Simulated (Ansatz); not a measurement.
# CH6BNSe: the cost of one run

All numbers are computed with Ansatz 0.2.0 through its Python package. Level of theory: CAM-B3LYP/def2-SVP.

## (1) The structure

Bond lengths: C1–B2 1.519 Å, B2–N3 1.506 Å, B2–Se4 2.069 Å, C1–H5 1.143 Å, C1–H6 1.157 Å, C1–H7 1.105 Å, N3–H8 1.034 Å, N3–H9 1.102 Å, Se4–H10 1.498 Å. Angles: C1–B2–N3 119.2°, C1–B2–Se4 120.6°, N3–B2–Se4 120.2°, B2–C1–H5 113.2°, B2–C1–H6 112.3°, B2–C1–H7 112.1°, H5–C1–H6 105.8°, H5–C1–H7 106.9°, H6–C1–H7 106.0°, B2–N3–H8 107.4°, B2–N3–H9 107.9°, H8–N3–H9 103.2°, B2–Se4–H10 89.3°.

No structure file is read: the coordinates are typed or built in the script.

## (2) The script

Contents of ch6bnse.py:

```python
"""Atomisation energy of CH6BNSe at the given geometry."""

from collections import Counter

import ansatz as az


def energy_of(molecule, charge=0, unpaired=0):
    calc = (
        molecule.calculation()
        .basis(gaussian="def2-SVP")
        .functional("cam_b3lyp")
    )
    if charge:
        calc = calc.charge(charge)
    if unpaired:
        calc = calc.spin("collinear", total=unpaired)
    report = calc.run(threads=1).report
    if report["published_state_doubts"]:
        print("  doubts:", report["published_state_doubts"])
    return report["free_energy_ev"]

GEOMETRY = """
C    -1.08520    0.61720   -0.49660
B     0.07140   -0.24690   -0.02320
N     0.12000   -0.68420    1.41680
Se    1.58360   -0.79050   -1.32650
H    -1.02520    0.88190   -1.60690
H    -1.13820    1.62700    0.06480
H    -2.06270    0.12680   -0.33560
H     0.22550   -1.71260    1.42500
H     1.07130   -0.33020    1.84690
H     2.32270    0.46050   -0.96190
"""


def main() -> None:
    system = az.Crystal.molecule()
    for line in GEOMETRY.strip().splitlines():
        symbol, *xyz = line.split()
        system = system.atom(symbol, [float(v) for v in xyz])

    # unpaired electrons of the ground-state atoms
    unpaired = {"C": 2, "B": 1, "N": 3, "Se": 2, "H": 1}
    counts = Counter(site.symbol for site in system.cartesian_sites)
    atom_energy = {s: energy_of(az.Crystal.molecule().atom(s, (0, 0, 0)), 0, unpaired[s]) for s in counts}
    whole = energy_of(system, 0, 0)
    for s, e in atom_energy.items():
        print(f"{s:2s} x{counts[s]}  {e:14.5f} eV")
    print(f"CH6BNSe: {whole:.5f} eV")
    split = sum(counts[s] * e for s, e in atom_energy.items()) - whole
    print(f"atomisation energy (no zero-point term): {23.060548 * split:.1f} kcal/mol, {split / sum(counts.values()):.3f} eV an atom")


if __name__ == "__main__":
    main()
```

## (3) What the engine is handed

The package turns the script's settings into the engine's input (first run):

```yaml
crystal:
  periodic: [false, false, false]
  atoms:
    - { symbol: C, position_ang: [0.0, 0.0, 0.0] }
basis:
  gaussian:
    orbitals: def2-SVP
hamiltonian:
  xc: cam_b3lyp
magnetization:
  spin_polarized: true
  initial_magnetization: 2.0
```

## (4) Running it

Command:

```
> python ch6bnse.py
```

Q: Estimate wall time and peak memory on 1 thread of Arm Neoverse V1, shared host.

About 7.1 s, with a peak of 0.3 GiB.
